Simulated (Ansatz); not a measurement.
# CH5BO2Si: one species, many methods

Aim: compute CH5BO2Si with functionals from several rungs and with coupled cluster, and see how far each lands from CCSD(T) at the basis-set limit for the atomisation energy.

Method: functionals in def2-TZVPP, the program's frozen cores in correlated methods; program: Ansatz 0.2.0, Gaussian basis.

Plan: PBE-D4, r2SCAN-D4, PBE0-D4, B3LYP-D4, ωB97X-V, ωB97M-V, B2PLYP; CCSD(T)/def2-TZVPP; MP2/def2-QZVPP; extrapolation to the limit.

**1. Structure used throughout**

An earlier PBE0-D4 in a triple-zeta def2 set relaxation fixed the geometry.

SMILES `B[SiH](O)C=O`, 10 atoms, charge 0, spin multiplicity 1.

Atoms are counted from 1 here; the program's logs count them from 0.

Bond lengths: B1–Si2 1.998 Å, B1–H6 1.194 Å, B1–H7 1.197 Å, Si2–O3 1.642 Å, Si2–C4 1.932 Å, Si2–H8 1.497 Å, O3–H9 0.964 Å, C4–O5 1.208 Å, C4–H10 1.114 Å. Angles: Si2–B1–H6 123.3°, Si2–B1–H7 118.6°, H6–B1–H7 118.0°, B1–Si2–O3 116.2°, B1–Si2–C4 111.5°, B1–Si2–H8 107.7°, O3–Si2–C4 103.7°, O3–Si2–H8 112.3°, C4–Si2–H8 104.9°, Si2–O3–H9 112.7°, Si2–C4–O5 117.9°, Si2–C4–H10 122.6°, O5–C4–H10 119.5°.

**2. PBE-D4 (GGA)**

in.yaml

```yaml
crystal:
  periodic: [false, false, false]
  atoms:
    - {symbol: B, position_ang: [-1.864473, 0.051754, 0.063047]}
    - {symbol: Si, position_ang: [0.042270, -0.518722, 0.243582]}
    - {symbol: O, position_ang: [0.724911, -0.305597, 1.721816]}
    - {symbol: C, position_ang: [1.195933, 0.481000, -0.940282]}
    - {symbol: O, position_ang: [2.146584, 1.048902, -0.457213]}
    - {symbol: H, position_ang: [-2.531982, 0.410523, 0.985228]}
    - {symbol: H, position_ang: [-2.369231, 0.029561, -1.022140]}
    - {symbol: H, position_ang: [0.141257, -1.935382, -0.228524]}
    - {symbol: H, position_ang: [1.571996, 0.152507, 1.677029]}
    - {symbol: H, position_ang: [1.025835, 0.534153, -2.039642]}
basis:
  gaussian: {orbitals: def2-TZVPP}
hamiltonian: {xc: pbe, dispersion: d4}
output: {forces: true, orbitals: {seedname: orbitals}}
```

Command:

```bash
$ ansatz run in.yaml --threads 4 --pin off --events-out ev --progress --plain --max-ram 10444MiB
```

After this run come: r2SCAN-D4 (meta-GGA); PBE0-D4 (hybrid); B3LYP-D4 (hybrid); ωB97X-V (range-separated); ωB97M-V (range-separated); B2PLYP (double hybrid); CCSD(T) in def2-TZVPP; MP2 in def2-QZVPP.

Before running them: what should the planned runs give, taken together? Wanted: atomisation energy, CCSD(T)/CBS; farthest; mean size of error, hybrid; mean size of error, range-separated; gap, smallest and largest; T1 diagnostic; triples share of the correlation energy.

The runs gave:

| quantity | value |
| --- | --- |
| atomisation energy, CCSD(T)/CBS | 3697.7 kJ/mol |
| functionals within 18.5 kJ/mol (0.5 %) | PBE0-D4, B3LYP-D4, ωB97X-V, ωB97M-V |
| farthest | PBE-D4 (+85.3 kJ/mol) |
| mean size of error, hybrid | 6.5 kJ/mol |
| mean size of error, range-separated | 15.6 kJ/mol |
| gap, smallest and largest | 2.18 eV (PBE-D4), 8.95 eV (ωB97X-V) |
| T1 diagnostic | 0.0155 |
| triples share of the correlation energy | 3.8 % |

**Reading.** PBE-D4 is off by +85.3 kJ/mol. Double hybrids carry the basis error of their MP2 part in triple zeta, and no dispersion term here, so their miss is partly the set-up's. Misses under about 18.5 kJ/mol are within the doubt on the reference itself, which lacks core-valence correlation, relativity and higher excitations. Hartree-Fock recovers 72 % of the binding; the rest is correlation. Orbital gaps span 2.2 to 8.9 eV; exact exchange widens them.
